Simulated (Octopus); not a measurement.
# SiHBrF (SMILES F[SiH]Br), step by step

Wanted: energy and gradient (doublet SiHBrF, UPBE), then energy and forces (quartet SiHBrF, UPBE), then energy and gradient (doublet SiHBrF, UPBE), then energy and gradient (quartet SiHBrF, UPBE) of BrFHSi. The setting varied is the box margin. 

The calculation is run with Octopus 16.4.

6 further runs of the same task are left out: 2 that didn't finish, 4 set aside as unsound or not needed.

## Step 1: Starting point

SiHBrF: 4 atoms, total charge 0, spin state doublet. As SMILES, `F[SiH]Br`. The shape is that of a PBE0-D4/def2-TZVP optimisation.

Bond lengths: F1–Si2 1.596 Å, Si2–Br3 2.211 Å, Si2–H4 1.491 Å. Angles: F1–Si2–Br3 108.9°, F1–Si2–H4 107.1°, Br3–Si2–H4 108.5°.

## Step 2: Energy and gradient at UPBE (scalar, in the pseudopotentials, sg15 potentials, box margin 3.5 angstrom, extra states 0, grid spacing 0.17 angstrom, mix field default) (run 1)

geometry.xyz

```xyz
4

F     -1.091375    -0.270300     1.083375
Si    -0.303675    -0.239600    -0.304725
Br     1.838325    -0.628600     0.078775
H     -0.443275     1.138500    -0.857425
```

Started as:

```console
OMP_NUM_THREADS=1 octopus > gs.log
```

Standard output:

```text
Version                : 16.4
[... 151 lines left out ...]
** Warning:
[... 27 lines left out ...]
  [output of 2 eigenvalues skipped: maximum error = 4.7E+00]
[... 18 lines left out ...]
#  State  Spin  Eigenvalue [eV]  Occupation    Error
[... 5 lines left out ...]
  [output of 2 eigenvalues skipped: maximum error = 1.1E+00]
[... 76 lines left out ...]
#  State  Spin  Eigenvalue [eV]  Occupation    Error
[... 5 lines left out ...]
  [output of 2 eigenvalues skipped: maximum error = 1.2E-06]
[... 18 lines left out ...]
#  State  Spin  Eigenvalue [eV]  Occupation    Error
[... 5 lines left out ...]
  [output of 2 eigenvalues skipped: maximum error = 6.4E-07]
[... 16 lines left out ...]
**   Some of the states are not fully converged!
[... 1 line left out ...]
Octopus emitted 2 warnings.
```

It took 31 s on 1 thread of Intel Xeon Platinum 8488C (Sapphire Rapids), shared host; peak memory 0.12 GiB.

## Step 3: The quartet: energy and forces at UPBE (scalar, in the pseudopotentials, sg15 potentials, box margin 3.5 angstrom, extra states 1, grid spacing 0.17 angstrom, mix field default) (run 2)

geometry.xyz is that of step 2.

Started as:

```console
OMP_NUM_THREADS=1 octopus > gs.log
```

Standard output:

```text
Version                : 16.4
[... 155 lines left out ...]
** Warning:
[... 21 lines left out ...]
#  State  Spin  Eigenvalue [eV]  Occupation    Error
[... 17 lines left out ...]
Converged eigenvectors: 0
#  State  Spin  Eigenvalue [eV]  Occupation    Error
[... 80 lines left out ...]
#  State  Spin  Eigenvalue [eV]  Occupation    Error
[... 18 lines left out ...]
#  State  Spin  Eigenvalue [eV]  Occupation    Error
[... 15 lines left out ...]
** Warning:
[... 2 lines left out ...]
**   SCF *not* converged after  120 iterations.
[... 1 line left out ...]
Octopus emitted 4 warnings.
```

It took 2.7 min on 1 thread of Intel Xeon Platinum 8488C (Sapphire Rapids), shared host; peak memory 0.12 GiB.

The iterations ended before the threshold was met.

Run 3 isn't shown in full; the table further down has it.

## Step 4: The quartet: energy and forces at UPBE (scalar, in the pseudopotentials, sg15 potentials, box margin 4 angstrom, extra states 1, grid spacing 0.170025 angstrom, mix field default) (run 4)

geometry.xyz is that of step 3.

Started as:

```console
OMP_NUM_THREADS=1 octopus > gs.log
```

Standard output:

```text
Version                : 16.4
[... 155 lines left out ...]
** Warning:
[... 21 lines left out ...]
#  State  Spin  Eigenvalue [eV]  Occupation    Error
[... 17 lines left out ...]
Converged eigenvectors: 0
#  State  Spin  Eigenvalue [eV]  Occupation    Error
[... 80 lines left out ...]
#  State  Spin  Eigenvalue [eV]  Occupation    Error
[... 18 lines left out ...]
#  State  Spin  Eigenvalue [eV]  Occupation    Error
[... 15 lines left out ...]
** Warning:
[... 2 lines left out ...]
**   SCF *not* converged after  120 iterations.
[... 1 line left out ...]
Octopus emitted 4 warnings.
```

Wall time 4.1 min (1 thread of Intel Xeon Platinum 8488C (Sapphire Rapids), shared host); peak memory 0.15 GiB.

No converged result was reached.

## Step 5: Overview of the runs

| run | level | box margin | extra states | partner | energy (Eh) | wall time |
| --- | --- | --- | --- | --- | --- | --- |
| 1 | UPBE (scalar, in the pseudopotentials, sg15 potentials, box margin 3.5 angstrom, extra states 0, grid spacing 0.17 angstrom, mix field default) | 3.5 | 0 | base | -41.940908 | 31 s |
| 2 | UPBE (scalar, in the pseudopotentials, sg15 potentials, box margin 3.5 angstrom, extra states 1, grid spacing 0.17 angstrom, mix field default) | 3.5 | 1 | other spin | not converged | 2.7 min |
| 3 | UPBE (scalar, in the pseudopotentials, sg15 potentials, box margin 4 angstrom, extra states 0, grid spacing 0.170025 angstrom, mix field default) | 4 | 0 | base | -41.944253 | 44 s |
| 4 | UPBE (scalar, in the pseudopotentials, sg15 potentials, box margin 4 angstrom, extra states 1, grid spacing 0.170025 angstrom, mix field default) | 4 | 1 | other spin | not converged | 4.1 min |

## Step 6: What came out

```
                                       quantity         value
                      run 3, UPBE: total energy  -41.94425 Eh
                     run 3, UPBE: dipole moment        1.08 D
run 3, UPBE: HOMO energy (highest over α and β)      -5.65 eV
```

In words: Over the runs the total energy spans 0.091 eV. All runs together took 8 min, the longest 4.1 min. 2 of the 4 runs did not end normally.
